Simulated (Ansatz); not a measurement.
# CdAg: structure and electronic properties

One table from this session's results is given with a row withheld; the runs are named, their logs left out.

Program: Ansatz 0.2.0. Level of theory: DFT r2SCAN, scalar-relativistic, plane waves, PAW. These are calculated values, not measurements.

## The structure to begin with

The structure is cubic, space group Pm-3m (No. 221). The conventional cell has a = 3.330 Å, b = 3.330 Å, c = 3.330 Å, α = 90.00°, β = 90.00°, γ = 90.00°. Cd (site symmetry m-3m) has 8 Ag at 2.88 Å as nearest neighbours. Around Ag (site symmetry m-3m) lie 8 Cd at 2.88 Å.

Coordinates:

```
Cd Ag
1.0
     3.33000    0.00000    0.00000
     0.00000    3.33000    0.00000
     0.00000    0.00000    3.33000
Cd Ag
1 1
Direct
  0.50000 0.50000 0.50000
  0.00000 0.00000 0.00000
```

Source of the structure: the Crystallography Open Database.

Set-up of the first run:

(A quick probe on a coarse mesh, which set the mesh and smearing, is not shown.)

File input.yaml:

```yaml
crystal:
  lattice:
    - [3.33, 0.0, 0.0]
    - [0.0, 3.33, 0.0]
    - [0.0, 0.0, 3.33]
  atoms:
    - { symbol: Cd, position: [0.5, 0.5, 0.5] }
    - { symbol: Ag, position: [0.0, 0.0, 0.0] }
basis:
  ecutwfc: 500
kpoints:
  mp_grid: { grid: [12, 12, 12] }
hamiltonian:
  xc: r2scan
scf:
  occupations: { method: gaussian, width: 0.1 }
output:
  forces: true
  stress: true
  eigenvalues: true
  write_density: true
  write_potential: true
  elf: true
  volumetric_format: npy
relax:
  adjacent_minimum: "off"
  f_tol: 0.005
  max_steps: 80
  cell: { stress_tol: 0.05 }
```

Launch:

```
$ ansatz run input.yaml --threads 1 --pin off --max-ram 2560MiB --backend cpu --events-out ev --progress --plain --runs-dir out
```

Steps of the session up to this table: Relaxing cell and atoms; Static run: bands, density of states and charges; The cell scaled to 0.97 of its volume; Volume × 1.03; The cell scaled to 0.94 of its volume; The cell scaled to 1.06 of its volume.

One of the session's tables, all rows but one given; the rest of the session is left out.

It belongs to the step «Energy against volume». 

| volume (Å³/atom) | energy above the lowest point (meV/atom) | pressure (GPa) |
| --- | --- | --- |
| 17.613 | 20.7 | 6.36 |
| 18.176 | 4.7 | 2.85 |
| 18.738 | 0.0 | -0.03 |
| 19.300 | ? | ? |
| 19.862 | 16.3 | -4.31 |

**Question.** Estimate the row for volume (Å³/atom) = 19.300.

Worked estimate for «energy above the lowest point (meV/atom)». A straight line through the neighbours (18.738, 0.0) and (19.862, 16.3) gives 0.0 + (16.3 − 0.0) × (19.300 − 18.738) / (19.862 − 18.738) = 8.2; a parabola fitted to 3 rows on both sides gives 3.9.

As computed: energy above the lowest point (meV/atom): 4.4; pressure (GPa): -2.39. In «energy above the lowest point (meV/atom)» the line misses by +3.8 and the parabola by -0.5.
